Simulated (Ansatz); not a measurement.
**C3H6FInO: an energy map over angle C2–C3–O4 and dihedral C2–C3–O4–H10**

A grid of calculations on C₃H₆FInO, SMILES C=C[C](O)(F)[InH2], to see where the energy is lowest and how it rises around there.

The runs use Ansatz 0.2.0; RKS PBE-D4/def2-SVP.

**1. Where the work starts**

SMILES `C=C[C](O)(F)[InH2]`, 12 atoms, charge 0, spin multiplicity 1.

Atoms are counted from 1 here; the program's logs count them from 0.

Bond lengths: C1–C2 1.349 Å, C1–H7 1.102 Å, C1–H8 1.100 Å, C2–C3 1.487 Å, C2–H9 1.103 Å, C3–O4 1.375 Å, C3–F5 1.450 Å, C3–In6 2.235 Å, O4–H10 0.985 Å, In6–H11 1.744 Å, In6–H12 1.748 Å. Angles: C2–C1–H7 121.1°, C2–C1–H8 121.4°, H7–C1–H8 117.4°, C1–C2–C3 123.8°, C1–C2–H9 120.8°, C3–C2–H9 115.3°, C2–C3–O4 115.0°, C2–C3–F5 107.5°, C2–C3–In6 116.6°, O4–C3–F5 109.9°, O4–C3–In6 110.2°, F5–C3–In6 95.7°, C3–O4–H10 107.6°, C3–In6–H11 117.3°, C3–In6–H12 117.9°, H11–In6–H12 124.4°.

Geometry (Å):

```xyz
12
charge 0, multiplicity 1
C     1.3791   -1.2341    0.8039
C     0.6136   -0.1263    0.8796
C     0.0366    0.5638   -0.3042
O     0.6853    0.3209   -1.4919
F     0.0379    1.9856   -0.0224
In   -2.1738    0.3930   -0.5842
H     1.6231   -1.6925   -0.1684
H     1.7624   -1.7296    1.7084
H     0.3443    0.3088    1.8570
H     1.6539    0.3690   -1.3181
H    -2.7906    0.5754   -2.2048
H    -3.1719    0.2661    0.8452
```

This geometry comes from a loose relaxation at PBE in a small basis, which is not shown.

**2. The minimum at this level**

File input.yaml:

```yaml
crystal:
  periodic: [false, false, false]
  atoms:
    - { symbol: C, position_ang: [1.379145, -1.234096, 0.803882] }
    - { symbol: C, position_ang: [0.613557, -0.126274, 0.879613] }
    - { symbol: C, position_ang: [0.036642, 0.563759, -0.304239] }
    - { symbol: O, position_ang: [0.68532, 0.320901, -1.491875] }
    - { symbol: F, position_ang: [0.03786, 1.985593, -0.022374] }
    - { symbol: In, position_ang: [-2.173769, 0.393007, -0.584235] }
    - { symbol: H, position_ang: [1.623087, -1.692506, -0.168416] }
    - { symbol: H, position_ang: [1.762433, -1.729593, 1.708392] }
    - { symbol: H, position_ang: [0.344296, 0.308793, 1.857007] }
    - { symbol: H, position_ang: [1.653866, 0.368952, -1.318121] }
    - { symbol: H, position_ang: [-2.790569, 0.575408, -2.204789] }
    - { symbol: H, position_ang: [-3.171879, 0.266066, 0.845156] }
basis:
  gaussian: { orbitals: def2-SVP }
hamiltonian:
  xc: pbe
  dispersion: d4
output:
  forces: true
relax:
  f_tol: 0.003
  max_steps: 120
```

Command:

```
> ansatz run input.yaml --threads 1 --pin off --max-ram 2560MiB --backend cpu --events-out ev --progress --plain --runs-dir out
```

The log of the run, shortened:

```text
Warning: RAYON_NUM_THREADS=1 ignored (pool sized by the plan → 1); use --threads N
[...]
Functional definition: PBE
[...]
1429 factors; their error is unknown
[...]
mean field -13129.62203358 eV, -482.5047101566 hartree, gradient 4.4e-5 eV, S^2 0.000000; 0 other end points of the search recorded, 0 dependent functions left out
[...]
reference -13129.62208577 eV, -482.5047120746 hartree; 31, 31 occupied and 95, 95 virtual orbitals, 1429 factors
relax step   1: F+E_penalty+E_count = -13129.88956387 eV  Δ(F+E_penalty+E_count) = +0.000e0 eV  max|allowed force component| = 1.877e-2 eV/Å  Δτ_max = 0.0000 Å  (31 SCF iters, accepted)
[...]
relax step   4: F+E_penalty+E_count = -13129.88961483 eV  Δ(F+E_penalty+E_count) = +5.723e-7 eV  max|allowed force component| = 1.299e-2 eV/Å  Δτ_max = 0.0016 Å  (24 SCF iters, rejected (line search))
[...]
relax step   5: F+E_penalty+E_count = -13129.88962157 eV  Δ(F+E_penalty+E_count) = -6.166e-6 eV  max|allowed force component| = 1.555e-3 eV/Å  Δτ_max = 0.0008 Å  (23 SCF iters, accepted)
1429 factors; their error is unknown
[...]
mean field -13129.62206566 eV, -482.5047113355 hartree, gradient 6.6e-6 eV, S^2 0.000000; 1 other end points of the search recorded, 0 dependent functions left out
[...]
reference -13129.62211784 eV, -482.5047132530 hartree; 31, 31 occupied and 95, 95 virtual orbitals, 1429 factors
Total energy: -13129.88967374 eV, -482.5145457511 hartree
Atom 0 at     1.380481    -1.232641     0.803739 Å, force     0.000421    -0.000060     0.001420 eV/Å
Atom 1 at     0.611857    -0.126719     0.880211 Å, force    -0.001139     0.000799    -0.000874 eV/Å
Atom 2 at     0.035680     0.563786    -0.303418 Å, force     0.000285     0.000389     0.001555 eV/Å
Atom 3 at     0.683667     0.319829    -1.491263 Å, force     0.000396    -0.000072    -0.000326 eV/Å
Atom 4 at     0.040312     1.985210    -0.022231 Å, force     0.001194    -0.000138    -0.000876 eV/Å
Atom 5 at    -2.174821     0.394126    -0.585275 Å, force     0.000646    -0.000048    -0.000476 eV/Å
Atom 6 at     1.625927    -1.689273    -0.169090 Å, force     0.000071     0.000590    -0.000466 eV/Å
Atom 7 at     1.763914    -1.729299     1.707436 Å, force     0.000118    -0.000281    -0.000461 eV/Å
Atom 8 at     0.339982     0.305631     1.857991 Å, force    -0.000415    -0.001272     0.000411 eV/Å
Atom 9 at     1.652133     0.366318    -1.317958 Å, force    -0.000219     0.000327    -0.000594 eV/Å
Atom 10 at    -2.790450     0.574598    -2.206456 Å, force    -0.000318    -0.000611     0.000295 eV/Å
Atom 11 at    -3.168693     0.268445     0.846316 Å, force    -0.001039     0.000379     0.000391 eV/Å
Dipole moment:     0.165164    -0.286289     0.131469 e Å
```

Run time: 20 s. Hardware: 1 thread of Intel Xeon Platinum 8488C (Sapphire Rapids), shared host; peak memory 0.19 GiB.

Along the way:

```
step  energy from step 1 (eV)  largest force component (eV/Å)
   1                   0.0000                          0.0188
   2                   0.0000                          0.0111
   3                  -0.0001                          0.0048
   4                  -0.0001                          0.0130
   5                  -0.0001                          0.0016
```

Close pairs (by a distance rule), those that changed most:

```
   bond  before (Å)  after (Å)  change (Å)
In6–H12       1.748      1.747      -0.001
  C3–F5       1.450      1.449      -0.001
  C2–C3       1.487      1.487      -0.000
 C3–In6       2.235      2.235      +0.000
 O4–H10       0.985      0.985      -0.000
  C1–C2       1.349      1.349      +0.000
  C1–H8       1.100      1.100      -0.000
  C2–H9       1.103      1.103      -0.000
```

**3. Setting up the map**

- angle C2–C3–O4: 9 values from 90.0 to 140.0 °
- dihedral C2–C3–O4–H10: 10 values from −180 to 144 °, periodic

Nothing else is relaxed (all other coordinates rigid). Energies count from the relaxed molecule at the same level. Points are written as (first, second).

Below, 3 of the grid's runs; all are launched alike.

**4. Grid point (102.5°, −72°)**

File input.yaml:

```yaml
crystal:
  periodic: [false, false, false]
  atoms:
    - { symbol: C, position_ang: [1.595028, -1.293119, 0.31446] }
    - { symbol: C, position_ang: [0.823903, -0.243174, 0.664711] }
    - { symbol: C, position_ang: [0.03568, 0.563786, -0.303418] }
    - { symbol: O, position_ang: [0.683667, 0.319829, -1.491263] }
    - { symbol: F, position_ang: [0.040312, 1.98521, -0.022231] }
    - { symbol: In, position_ang: [-2.174821, 0.394126, -0.585275] }
    - { symbol: H, position_ang: [1.680588, -1.610828, -0.737631] }
    - { symbol: H, position_ang: [2.140462, -1.881627, 1.067133] }
    - { symbol: H, position_ang: [0.713771, 0.048605, 1.722838] }
    - { symbol: H, position_ang: [1.546667, 0.793718, -1.46327] }
    - { symbol: H, position_ang: [-2.79045, 0.574598, -2.206456] }
    - { symbol: H, position_ang: [-3.168693, 0.268445, 0.846316] }
basis:
  gaussian: { orbitals: def2-SVP }
hamiltonian:
  xc: pbe
  dispersion: d4
output:
  forces: true
```

Command:

```
> ansatz run input.yaml --threads 1 --pin off --max-ram 2560MiB --backend cpu --events-out ev --progress --plain --runs-dir out
```

The log of the run, shortened:

```text
Warning: RAYON_NUM_THREADS=1 ignored (pool sized by the plan → 1); use --threads N
[...]
[... 1 set-up line as earlier in the session ...]
[...]
1429 factors; their error is unknown
[...]
mean field -13129.25678508 eV, -482.4912875219 hartree, gradient 2.5e-5 eV, S^2 0.000000; 0 other end points of the search recorded, 0 dependent functions left out
[...]
reference -13129.25683750 eV, -482.4912894481 hartree; 31, 31 occupied and 95, 95 virtual orbitals, 1429 factors
Total energy: -13129.52312377 eV, -482.5010752882 hartree
Atom 0 at     1.595028    -1.293119     0.314460 Å, force     0.007720    -0.084342     0.039967 eV/Å
Atom 1 at     0.823903    -0.243174     0.664711 Å, force    -0.513240     0.478689     1.517427 eV/Å
Atom 2 at     0.035680     0.563786    -0.303418 Å, force     0.873587    -0.657331    -0.315584 eV/Å
Atom 3 at     0.683667     0.319829    -1.491263 Å, force    -0.544966     1.152109    -2.115969 eV/Å
Atom 4 at     0.040312     1.985210    -0.022231 Å, force     0.142562    -0.457892     0.238108 eV/Å
Atom 5 at    -2.174821     0.394126    -0.585275 Å, force     0.031443    -0.097087     0.111652 eV/Å
Atom 6 at     1.680588    -1.610828    -0.737631 Å, force    -0.008573     0.031065     0.103588 eV/Å
Atom 7 at     2.140462    -1.881627     1.067133 Å, force    -0.023104     0.042575     0.082196 eV/Å
Atom 8 at     0.713771     0.048605     1.722838 Å, force     0.063146    -0.138221     0.193940 eV/Å
Atom 9 at     1.546667     0.793718    -1.463270 Å, force    -0.049565    -0.286530     0.125454 eV/Å
Atom 10 at    -2.790450     0.574598    -2.206456 Å, force     0.038443     0.006214     0.016591 eV/Å
Atom 11 at    -3.168693     0.268445     0.846316 Å, force    -0.017452     0.010751     0.002630 eV/Å
Dipole moment:     0.132221    -0.155332     0.045545 e Å
```

Run time: 3.5 s. Hardware: 1 thread of Intel Xeon Platinum 8488C (Sapphire Rapids), shared host; peak memory 0.18 GiB.

On the map this point reads 8.5 kcal/mol.

**5. Point (121.3°, 36°)**

File input.yaml:

```yaml
crystal:
  periodic: [false, false, false]
  atoms:
    - { symbol: C, position_ang: [1.243266, -1.175611, 1.029875] }
    - { symbol: C, position_ang: [0.494279, -0.055404, 0.967819] }
    - { symbol: C, position_ang: [0.03568, 0.563786, -0.303418] }
    - { symbol: O, position_ang: [0.683667, 0.319829, -1.491263] }
    - { symbol: F, position_ang: [0.040312, 1.98521, -0.022231] }
    - { symbol: In, position_ang: [-2.174821, 0.394126, -0.585275] }
    - { symbol: H, position_ang: [1.561099, -1.699497, 0.113535] }
    - { symbol: H, position_ang: [1.537786, -1.617026, 1.993601] }
    - { symbol: H, position_ang: [0.149187, 0.444989, 1.88837] }
    - { symbol: H, position_ang: [0.985764, -0.617572, -1.479403] }
    - { symbol: H, position_ang: [-2.79045, 0.574598, -2.206456] }
    - { symbol: H, position_ang: [-3.168693, 0.268445, 0.846316] }
basis:
  gaussian: { orbitals: def2-SVP }
hamiltonian:
  xc: pbe
  dispersion: d4
output:
  forces: true
```

Command:

```
> ansatz run input.yaml --threads 1 --pin off --max-ram 2560MiB --backend cpu --events-out ev --progress --plain --runs-dir out
```

The log of the run, shortened:

```text
Warning: RAYON_NUM_THREADS=1 ignored (pool sized by the plan → 1); use --threads N
[...]
[... 1 set-up line as earlier in the session ...]
[...]
1429 factors; their error is unknown
[...]
mean field -13129.18570981 eV, -482.4886755539 hartree, gradient 1.7e-5 eV, S^2 0.000000; 0 other end points of the search recorded, 0 dependent functions left out
[...]
reference -13129.18576028 eV, -482.4886774086 hartree; 31, 31 occupied and 95, 95 virtual orbitals, 1429 factors
Total energy: -13129.45508753 eV, -482.4985750025 hartree
Atom 0 at     1.243266    -1.175611     1.029875 Å, force    -0.140433     0.072491     0.162217 eV/Å
Atom 1 at     0.494279    -0.055404     0.967819 Å, force     0.495121    -0.555027    -0.445492 eV/Å
Atom 2 at     0.035680     0.563786    -0.303418 Å, force    -0.979987     0.775800     1.050767 eV/Å
Atom 3 at     0.683667     0.319829    -1.491263 Å, force     0.651334    -0.248347    -0.003752 eV/Å
Atom 4 at     0.040312     1.985210    -0.022231 Å, force     0.208628    -0.418031    -0.775106 eV/Å
Atom 5 at    -2.174821     0.394126    -0.585275 Å, force    -0.266488     0.083253     0.146857 eV/Å
Atom 6 at     1.561099    -1.699497     0.113535 Å, force     0.139351    -0.078925     0.004693 eV/Å
Atom 7 at     1.537786    -1.617026     1.993601 Å, force     0.005846    -0.076239    -0.063621 eV/Å
Atom 8 at     0.149187     0.444989     1.888370 Å, force    -0.024226     0.038881    -0.119534 eV/Å
Atom 9 at     0.985764    -0.617572    -1.479403 Å, force     0.067556     0.434843     0.056808 eV/Å
Atom 10 at    -2.790450     0.574598    -2.206456 Å, force    -0.024923    -0.017384    -0.053136 eV/Å
Atom 11 at    -3.168693     0.268445     0.846316 Å, force    -0.131778    -0.011316     0.039299 eV/Å
Dipole moment:     0.070717    -0.534144     0.079678 e Å
```

It took 3.5 s on 1 thread of Intel Xeon Platinum 8488C (Sapphire Rapids), shared host; peak memory 0.17 GiB.

On the map this point reads 10.0 kcal/mol.

**6. Point (115.0°, −36°)**

File input.yaml:

```yaml
crystal:
  periodic: [false, false, false]
  atoms:
    - { symbol: C, position_ang: [1.380732, -1.232736, 0.803281] }
    - { symbol: C, position_ang: [0.612081, -0.12685, 0.880025] }
    - { symbol: C, position_ang: [0.03568, 0.563786, -0.303418] }
    - { symbol: O, position_ang: [0.683667, 0.319829, -1.491263] }
    - { symbol: F, position_ang: [0.040312, 1.98521, -0.022231] }
    - { symbol: In, position_ang: [-2.174821, 0.394126, -0.585275] }
    - { symbol: H, position_ang: [1.62603, -1.689234, -0.169648] }
    - { symbol: H, position_ang: [1.764334, -1.729496, 1.706849] }
    - { symbol: H, position_ang: [0.340355, 0.305364, 1.857906] }
    - { symbol: H, position_ang: [1.64644, 0.247102, -1.296579] }
    - { symbol: H, position_ang: [-2.79045, 0.574598, -2.206456] }
    - { symbol: H, position_ang: [-3.168693, 0.268445, 0.846316] }
basis:
  gaussian: { orbitals: def2-SVP }
hamiltonian:
  xc: pbe
  dispersion: d4
output:
  forces: true
```

Command:

```
> ansatz run input.yaml --threads 1 --pin off --max-ram 2560MiB --backend cpu --events-out ev --progress --plain --runs-dir out
```

The log of the run, shortened:

```text
Warning: RAYON_NUM_THREADS=1 ignored (pool sized by the plan → 1); use --threads N
[...]
[... 1 set-up line as earlier in the session ...]
[...]
1429 factors; their error is unknown
[...]
mean field -13129.61622304 eV, -482.5044966231 hartree, gradient 4.6e-5 eV, S^2 0.000000; 0 other end points of the search recorded, 0 dependent functions left out
[...]
reference -13129.61627516 eV, -482.5044985385 hartree; 31, 31 occupied and 95, 95 virtual orbitals, 1429 factors
Total energy: -13129.88400594 eV, -482.5143374634 hartree
Atom 0 at     1.380732    -1.232736     0.803281 Å, force    -0.002553     0.005179     0.006386 eV/Å
Atom 1 at     0.612081    -0.126850     0.880025 Å, force    -0.037614    -0.006314    -0.015337 eV/Å
Atom 2 at     0.035680     0.563786    -0.303418 Å, force     0.011435     0.031242    -0.016132 eV/Å
Atom 3 at     0.683667     0.319829    -1.491263 Å, force     0.009490    -0.101517     0.041909 eV/Å
Atom 4 at     0.040312     1.985210    -0.022231 Å, force     0.009789    -0.005507     0.004500 eV/Å
Atom 5 at    -2.174821     0.394126    -0.585275 Å, force    -0.003405     0.018404     0.010461 eV/Å
Atom 6 at     1.626030    -1.689234    -0.169648 Å, force    -0.002410    -0.025718     0.000891 eV/Å
Atom 7 at     1.764334    -1.729496     1.706849 Å, force     0.009627    -0.000666    -0.009459 eV/Å
Atom 8 at     0.340355     0.305364     1.857906 Å, force     0.002869     0.000915    -0.006800 eV/Å
Atom 9 at     1.646440     0.247102    -1.296579 Å, force     0.008734     0.091344    -0.017972 eV/Å
Atom 10 at    -2.790450     0.574598    -2.206456 Å, force     0.000581    -0.003340     0.000421 eV/Å
Atom 11 at    -3.168693     0.268445     0.846316 Å, force    -0.006543    -0.004022     0.001133 eV/Å
Dipole moment:     0.163810    -0.323054     0.142891 e Å
```

Run time: 3.5 s. Hardware: 1 thread of Intel Xeon Platinum 8488C (Sapphire Rapids), shared host; peak memory 0.18 GiB.

On the map this point reads 0.13 kcal/mol.

**7. All points together**

90 points were computed. Energies in kcal/mol, from the relaxed molecule at the same level:

```
dihedral C2–C3–O4–H10 (°) ↓, angle C2–C3–O4 (°) →  90.0  96.3  102.5  108.8  115.0  121.3  127.5  133.8  140.0
                                              144  30.2  16.3    8.3    4.5    4.0    6.3   11.0   18.1   27.5
                                              108  38.9  23.1   13.7    8.7    7.3    8.9   12.9   19.6   28.6
                                               72  47.0  28.8   17.8   11.8    9.7   10.7   14.5   20.9   29.8
                                               36  56.7  32.7   18.9   11.6    9.1   10.0   13.8   20.2   29.2
                                                0  49.7  26.3   13.0    6.3    4.2    5.4    9.4   16.0   25.0
                                              −36  35.0  17.4    7.1    1.7    0.1    1.6    5.6   12.2   21.2
                                              −72  34.1  18.1    8.5    3.2    1.7    3.0    6.9   13.4   22.4
                                             −108  36.0  20.8   11.7    6.9    5.6    7.2   11.4   18.2   27.5
                                             −144  32.1  18.2   10.2    6.4    5.9    8.2   13.0   20.3   29.9
                                             −180  27.4  14.2    6.9    3.6    3.5    6.2   11.2   18.6   28.2
```

On the same grid, largest force on an atom (eV/Å):

```tsv
dihedral C2–C3–O4–H10 (°) ↓, angle C2–C3–O4 (°) →	90.0	96.3	102.5	108.8	115.0	121.3	127.5	133.8	140.0
144	4.9	3.2	1.9	1.0	0.7	1.3	2.0	2.7	3.4
108	5.5	3.6	2.3	1.4	0.8	1.5	2.1	2.8	3.4
72	6.1	4.1	2.6	1.6	1.1	1.7	2.4	3.1	3.7
36	6.3	4.1	2.5	1.3	0.9	1.6	2.4	3.1	3.8
0	6.0	3.7	2.0	0.9	0.5	1.1	1.9	2.7	3.4
−36	5.7	3.5	2.0	0.8	0.1	0.8	1.6	2.3	3.0
−72	6.0	4.0	2.5	1.3	0.5	0.9	1.6	2.3	3.1
−108	5.9	4.0	2.6	1.6	0.9	1.5	2.1	2.8	3.4
−144	5.2	3.4	2.2	1.4	1.0	1.7	2.4	3.1	3.8
−180	4.9	3.1	1.8	0.9	0.7	1.5	2.2	2.9	3.6
```

On the same grid, dipole moment (D):

```csv
"dihedral C2–C3–O4–H10 (°) ↓, angle C2–C3–O4 (°) →",90.0,96.3,102.5,108.8,115.0,121.3,127.5,133.8,140.0
144,2.26,2.18,2.12,2.08,2.04,2.00,1.97,1.95,1.92
108,2.59,2.55,2.52,2.49,2.46,2.42,2.39,2.35,2.30
72,2.53,2.57,2.58,2.58,2.57,2.55,2.52,2.49,2.45
36,2.82,2.78,2.73,2.69,2.65,2.62,2.58,2.55,2.51
0,2.63,2.62,2.59,2.54,2.49,2.45,2.41,2.36,2.32
−36,1.71,1.79,1.84,1.86,1.87,1.86,1.83,1.80,1.76
−72,0.83,0.93,1.00,1.05,1.08,1.09,1.08,1.07,1.06
−108,0.66,0.60,0.57,0.57,0.57,0.58,0.60,0.64,0.70
−144,0.93,0.80,0.70,0.61,0.56,0.52,0.52,0.55,0.61
−180,1.55,1.45,1.37,1.29,1.24,1.20,1.17,1.15,1.16
```

Energy (kcal/mol) at eleven even steps along the easiest path on the interpolated surface, from (115.0°, −36°): 0.0, 0.3, 1.5, 3.2, 4.9, 6.0, 6.3, 5.8, 4.7, 3.6, 3.0.

**8. What came out**

| quantity | value |
| --- | --- |
| lowest point | (115.0°, −36°), 0.13 kcal/mol |
| highest computed point | (90.0°, 36°), 56.6 kcal/mol above the lowest |
| largest force on an atom (eV/Å) | 0.1 at (115.0°, −36°) to 6.3 at (90.0°, 36°); 0.1 at the lowest point |
| dipole moment (D) | 0.52 at (127.5°, −144°) to 2.82 at (90.0°, 36°); 1.87 at the lowest point |
| time for the whole task | 12 min on 1 thread, shared host |

In words: The lowest computed point is at (115.0°, −36°), 0.13 kcal/mol from the relaxed molecule at the same level. A higher local minimum lies near (115.0°, −180°) (3.4 kcal/mol above the lowest at that grid point). The highest computed point, (90.0°, 36°), lies 56.6 kcal/mol above the lowest. On the interpolated surface the easiest way out of the lowest well to the well at (115.0°, −180°) passes a barrier of about 6.3 kcal/mol. Round the minimum the two coordinates are nearly uncoupled.
